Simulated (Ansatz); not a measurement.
# F3HOTi: the cost of one run

Method: RKS PBE/def2-SVP, in Ansatz 0.2.0.

## 1. The system as given

Bond lengths: Ti1–F2 1.830 Å, Ti1–O3 1.920 Å, O3–H4 1.010 Å, Ti1–F5 1.829 Å, Ti1–F6 1.829 Å. Angles: F2–Ti1–O3 109.5°, F2–Ti1–F5 109.5°, F2–Ti1–F6 109.5°, O3–Ti1–F5 109.5°, O3–Ti1–F6 109.5°, F5–Ti1–F6 109.5°, Ti1–O3–H4 109.5°.

As a file:

```xyz
6

Ti    0.0000    0.0000    0.0000
F     0.0000    0.0000    1.8300
O     1.8106    0.0000   -0.6394
H     2.1269   -0.9521   -0.7560
F    -0.8619    1.4933   -0.6094
F    -0.8619   -1.4933   -0.6094
```

## 2. Relaxing the start

The input, input.yaml:

```yaml
crystal:
  periodic: [false, false, false]
  atoms:
    - { symbol: Ti, position_ang: [0.0, 0.0, 0.0] }
    - { symbol: F, position_ang: [0.0, 0.0, 1.83] }
    - { symbol: O, position_ang: [1.8106, 0.0, -0.6394] }
    - { symbol: H, position_ang: [2.1269, -0.9521, -0.756] }
    - { symbol: F, position_ang: [-0.8619, 1.4933, -0.6094] }
    - { symbol: F, position_ang: [-0.8619, -1.4933, -0.6094] }
basis:
  gaussian: { orbitals: def2-SVP }
hamiltonian:
  xc: pbe
relax:
  f_tol: 0.02
  max_steps: 40
```

Started as:

```
> ansatz run input.yaml --threads 1 --pin off --max-ram 2048MiB --backend cpu --events-out ev --progress --plain --runs-dir out
```

What time and memory should one allow on 1 thread of Arm Neoverse V1, shared host?

About 35 s, with a peak of 0.13 GiB.
